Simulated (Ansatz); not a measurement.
# AlOsF4: the cost of one run

Computed with Ansatz 0.2.0 (reference: DFT PBE, plane waves, PAW, scalar-relativistic, no spin polarisation, unless a step's input says otherwise).

## 1. The system as given

It takes space group P4/mmm (No. 123, tetragonal). Conventional cell: a = 3.249 Å, b = 3.249 Å, c = 5.599 Å, α = 90.00°, β = 90.00°, γ = 90.00°. Around Os (site symmetry 4/mmm) lie 8 F at 2.61 Å. Al (site symmetry 4/mmm) has 6 F at 1.55 to 1.62 Å as nearest neighbours. F (site symmetry mmm) is surrounded by 2 Al at 1.62 Å. F (site symmetry 4mm) is surrounded by 1 Al at 1.55 Å.

As a file:

```
Os Al F
1.0
     3.24851    0.00000    0.00000
     0.00000    3.24851    0.00000
     0.00000    0.00000    5.59925
Os Al F
1 1 4
Direct
  0.50000 0.50000 0.50000
  0.00000 0.00000 0.00000
  0.50000 0.00000 0.00000
  0.00000 0.50000 0.00000
  0.00000 0.00000 0.27700
  0.00000 0.00000 0.72300
```

## 2. The reference run

Input file input.yaml:

```yaml
crystal:
  lattice:
    - [3.248508, 0.0, 0.0]
    - [0.0, 3.248508, 0.0]
    - [0.0, 0.0, 5.599251]
  atoms:
    - { symbol: Os, position: [0.5, 0.5, 0.5] }
    - { symbol: Al, position: [0.0, 0.0, 0.0] }
    - { symbol: F, position: [0.5, 0.0, 0.0] }
    - { symbol: F, position: [0.0, 0.5, 0.0] }
    - { symbol: F, position: [0.0, 0.0, 0.277] }
    - { symbol: F, position: [0.0, 0.0, 0.723] }
  symmetry: { tolerance: 0.0003 }
kpoints:
  mp_grid: { grid: [6, 6, 3], shift: [0, 0, 0] }
magnetization:
  spin_polarized: false
scf:
  occupations: { method: fermi_dirac }
hamiltonian:
  pseudopotentials: { kind: paw }
  xc: pbe
basis:
  ecutwfc: 420
output:
  forces: true
  stress: true
  eigenvalues: true
relax:
  max_steps: 40
  cell: {}
```

On the command line:

```console
> ansatz run input.yaml --threads 1 --pin off --max-ram 2560MiB --backend cpu --events-out ev --progress --plain --runs-dir out
```

What time and memory should one allow on 1 thread of AMD EPYC 7R13 (Zen 3), shared host?

About 47 s, with a peak of 0.41 GiB.
